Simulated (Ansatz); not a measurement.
MgSc, space group Pm-3m, a displacement scan with seeded SCF runs

With the Python package of Ansatz (0.2.0).

Interactive session:
```pycon
>>> import ansatz as az
>>> import numpy as np
>>> cell = (
...     az.Lattice.of([3.59645124, 0.0, 0.0], [0.0, 3.59645124, 0.0], [0.0, 0.0, 3.59645124])
...     .atom("Mg", [0.0, 0.0, 0.0])
...     .atom("Sc", [0.5, 0.5, 0.5])
... )
>>> start = np.array(cell.resolved().sites[1].position)
>>> previous, rows = None, []
>>> for step in range(6):
...     target = start + step * 0.005 * np.eye(3)[1]
...     base = (
...         cell.move(1, to=target).calculation()
...         .pseudopotentials("paw")
...         .occupations("cold")
...         .scf(max_iterations=200)
...         .basis(21 * az.Ha, density_ratio=8)
...         .functional(az.Functional.R2SCAN)
...         .kpoints(density=2.6)
...         .forces()
...     )
...     session = base.session()
...     if previous is not None:
...         session.seed_next_step(previous)
...     previous = session.plan(retain="wavefunctions").execute()
...     r = previous.report
...     shift = float(np.linalg.norm((target - start) @ np.array(r["lattice"]["cell_ang"])))
...     rows.append((step, shift, r["lagrangian_ev"], float(np.linalg.norm(r["forces_ev_ang"][1])), r["n_iterations"], r["n_symmetry_ops"]))
...
True
True
True
True
True
>>> rows = [(row[0], row[1], 1000 * (row[2] - rows[0][2]), *row[3:]) for row in rows]
>>> print("          step         moved A          dE meV  force on it eV/A      iterations  symmetry operations")
          step         moved A          dE meV  force on it eV/A      iterations  symmetry operations
>>> for row in rows:
...     print(f"{str(row[0]):>14s}  {row[1]:14.4f}  {row[2]:14.3f}  {row[3]:16.4f}  {row[4]:14d}  {row[5]:19d}")
...
             0          0.0000           0.000            0.0000               6                   48
             1          0.0180           0.680            0.0758               5                    8
             2          0.0360           2.720            0.1515               5                    8
             3          0.0539           6.119            0.2270               5                    8
             4          0.0719          10.874            0.3024               5                    8
             5          0.0899          16.983            0.3776               5                    8
```

Caveats:
- These settings explore the input space; cutoff and mesh may be short of convergence.
- No spin polarisation was allowed.
- For a metal this k-point mesh is coarse: on a finer one energies can move by several to tens of meV an atom and pressures by half a GPa or more, differences at one mesh by less.
- This cell is a computed structure, which may not be the phase found in nature.
- The first step keeps the crystal's symmetry; the moved atom lowers it.
- Finished in 32 s on 1 thread of Intel(R) Xeon(R) Platinum 8488C (Sapphire Rapids), on a shared host, peak memory 0.71 GiB.
